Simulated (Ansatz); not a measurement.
# HfPt3: the cost of one run

Computed with Ansatz 0.2.0, driven from Python. Level of theory: DFT PBEsol, plane waves, PAW.

### 1 The structure

The structure is cubic, space group Pm-3m (No. 221). Conventional cell: a = 4.002 Å, b = 4.002 Å, c = 4.002 Å, α = 90.00°, β = 90.00°, γ = 90.00°. Around Hf (site symmetry m-3m) lie 12 Pt at 2.83 Å. Pt (site symmetry 4/mmm) has 4 Hf at 2.83 Å and 8 Pt at 2.83 Å as nearest neighbours.

No structure file is read: the coordinates are typed or built in the script.

### 2 The script

run_ecut.py

```python
'''Convergence of HfPt3 with the plane-wave cutoff.'''

import ansatz as az


def main() -> None:
    system = (
        az.Lattice.of((4.00245, 0.0, 0.0), (0.0, 4.00245, 0.0), (0.0, 0.0, 4.00245))
        .atom('Hf', (0.0, 0.0, 0.0))
        .atom('Pt', (0.5, 0.5, 0.0))
        .atom('Pt', (0.5, 0.0, 0.5))
        .atom('Pt', (0.0, 0.5, 0.5))
    )

    calculation = (
        system.calculation()
        .occupations('Fermi-Dirac', width=0.15)
        .kpoints(7, 7, 7)
        .functional('PBEsol')
        .forces()
        .stress()
    )

    rows = []
    for value in [250, 300, 350, 400, 450, 500]:
        r = calculation.basis(value).run(threads=1).report
        rows.append((value, r['free_energy_ev'] / len(r['lattice']['sites']), r['n_iterations'], sum(r['stress_gpa'][i][i] for i in range(3)) / 3, max(abs(f) for row in r['forces_ev_ang'] for f in row), r['n_pw']))

    print(' cutoff (eV)   F/atom (eV)    iterations       P (GPa)  max component (eV/A)   plane waves')
    for row in rows:
        print(f'{str(row[0]):>12s}  {row[1]:12.5f}  {row[2]:12d}  {row[3]:12.3f}  {row[4]:20.4f}  {row[5]:12d}')

    # differences from the last row
    for row in rows[:-1]:
        shift = 1000 * (row[1] - rows[-1][1])
        print(f'{row[0]}: {shift:+.2f} meV/atom' + ('  (within 2 meV)' if abs(shift) < 2 else ''))


if __name__ == '__main__':
    main()
```

### 3 The input behind the calls

The engine receives this input (first run):

```yaml
crystal:
  lattice:
    - [4.00245, 0.0, 0.0]
    - [0.0, 4.00245, 0.0]
    - [0.0, 0.0, 4.00245]
  atoms:
    - { symbol: Hf, position: [0.0, 0.0, 0.0] }
    - { symbol: Pt, position: [0.5, 0.5, 0.0] }
    - { symbol: Pt, position: [0.5, 0.0, 0.5] }
    - { symbol: Pt, position: [0.0, 0.5, 0.5] }
basis:
  ecutwfc: 250.0
kpoints:
  mp_grid:
    grid: [7, 7, 7]
hamiltonian:
  xc: pbesol
scf:
  occupations:
    method: fermi_dirac
    width: 0.15
output:
  forces: true
  stress: true
```

### 4 Launch

The run is started by

```bash
$ python run_ecut.py
```

Q: Estimate wall time and peak memory on 1 thread of AMD EPYC 9R45 (Zen 5), shared host.

About 5.4 s, with a peak of 0.48 GiB.
